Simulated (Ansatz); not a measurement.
# Rh (Rhodium): the cost of one run

Program: Ansatz 0.2.0. Level of theory: DFT, LDA, all-electron LAPW, scalar-relativistic. These are calculated values, not measurements.

The COD entry's cell or inner coordinates are ideal or old and differ from later refinements, so a difference from it is no clean test against experiment.

### 1 The system as given

The structure is cubic, space group Fm-3m (No. 225). The conventional cell has a = 3.796 Å, b = 3.796 Å, c = 3.796 Å, α = 90.00°, β = 90.00°, γ = 90.00°. Rh (site symmetry m-3m) has 12 Rh at 2.68 Å as nearest neighbours.

As a file:

```xyz
1
Lattice="0.0000 1.8979 1.8979 1.8979 0.0000 1.8979 1.8979 1.8979 0.0000" Properties=species:S:1:pos:R:3 pbc="T T T"
Rh    0.0000    0.0000    0.0000
```

### 2 Free moments, LAPW

Input file input.yaml:

```yaml
crystal:
  lattice:
    - [0.0, 1.89785, 1.89785]
    - [1.89785, 0.0, 1.89785]
    - [1.89785, 1.89785, 0.0]
  atoms:
    - { symbol: Rh, position: [0.0, 0.0, 0.0], spin: 1.0 }
magnetization:
  spin_polarized: true
kpoints:
  mp_grid: { grid: [15, 15, 15] }
scf:
  occupations: { method: fermi_dirac, width: 0.05 }
  lower_state_search: "off"
hamiltonian:
  xc: lda
  pseudopotentials: { kind: all_electron, lapw: { basis_error: 0.0005 } }
output:
  forces: true
  stress: true
  eigenvalues: false
  populations: true
  dos: { projected: true, de: 0.1, e_range: [-8, 5] }
```

On the command line:

```console
$ ansatz run input.yaml --threads 1 --pin off --max-ram 3072MiB --backend cpu --events-out ev --progress --plain --runs-dir out
```

What time and memory should one allow on 1 thread of Arm Neoverse V1, shared host?

About 39 s, with a peak of 0.42 GiB.
